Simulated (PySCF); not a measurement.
# A diatomic session: CsH

An exercise on one series of results from a longer session: the logs are not shown, and one member is left open.

Program: PySCF 2.14.0. Level of theory: Cs def2-TZVPP with ECP46, H def2-TZVPP, scalar-relativistic core potentials. These are calculated values, not measurements.

Set-up of the first run:

The job is set up so:

* atoms: Cs, H
* charge: 0
* basis: Cs def2-TZVPP with ECP46, H def2-TZVPP
* Hamiltonian: scalar-relativistic core potentials
* basis functions: 50
* electrons treated: 10
* masses in u: 132.9054, 1.0078
* levels: PBE0, PBE, r²SCAN, BLYP, r²SCAN0, TPSSh, M06-L, ωB97X, HF, MP2, SCS-MP2, CCSD, CCSD(T)
* grid: 80 radial by 434 angular points
* occupations: held fixed by the projection of orbital angular momentum
* dissociation limit: Cs + H, each in its ground configuration
* starting distance in angstrom: 2.525
* values of 2S to try: 0, 2

Launch:

```
> OMP_NUM_THREADS=1 python dia.py task.json out
```

Steps of the session up to this table: Set-up; The PBE0 curve of the state that the search chose; Other states along the same grid; PBE; r²SCAN (meta-GGA); BLYP; r²SCAN0; TPSSh; M06-L (meta-GGA); ωB97X; RHF (mean field); Correlated methods on the Hartree–Fock reference.

One table of the session follows, with a row left open; its other results are not shown here.

It belongs to the step «The curves together». Energy (eV) from each level's lowest point:

| R (Å) | RHF | RHF-MP2 | RHF-SCS-MP2 | RHF-CCSD | RHF-CCSD(T) |
| --- | --- | --- | --- | --- | --- |
| 2.143 | 0.408 | 0.244 | 0.263 | n/a | n/a |
| 2.243 | 0.225 | 0.111 | 0.124 | 0.129 | 0.124 |
| 2.342 | 0.105 | 0.035 | 0.042 | 0.046 | 0.043 |
| 2.417 | ? | ? | ? | ? | ? |
| 2.492 | 0.014 | 0.000 | 0.000 | 0.000 | 0.000 |
| 2.567 | 0.000 | 0.009 | 0.006 | 0.004 | 0.005 |
| 2.666 | 0.006 | 0.041 | 0.035 | 0.029 | 0.031 |
| 2.791 | 0.043 | 0.106 | 0.095 | 0.085 | 0.088 |
| 2.941 | 0.119 | 0.207 | 0.193 | 0.175 | 0.179 |
| 3.140 | 0.255 | 0.367 | 0.348 | n/a | n/a |

**Question.** Estimate the row for R (Å) = 2.417.

Worked estimate for «RHF». A straight line through the neighbours (2.342, 0.105) and (2.492, 0.014) gives 0.105 + (0.014 − 0.105) × (2.417 − 2.342) / (2.492 − 2.342) = 0.060; a parabola fitted to 4 rows on both sides gives 0.047.

The run gave: RHF: 0.048; RHF-MP2: 0.007; RHF-SCS-MP2: 0.011; RHF-CCSD: 0.013; RHF-CCSD(T): 0.011. In «RHF» the line misses by +0.012 and the parabola by -0.001.
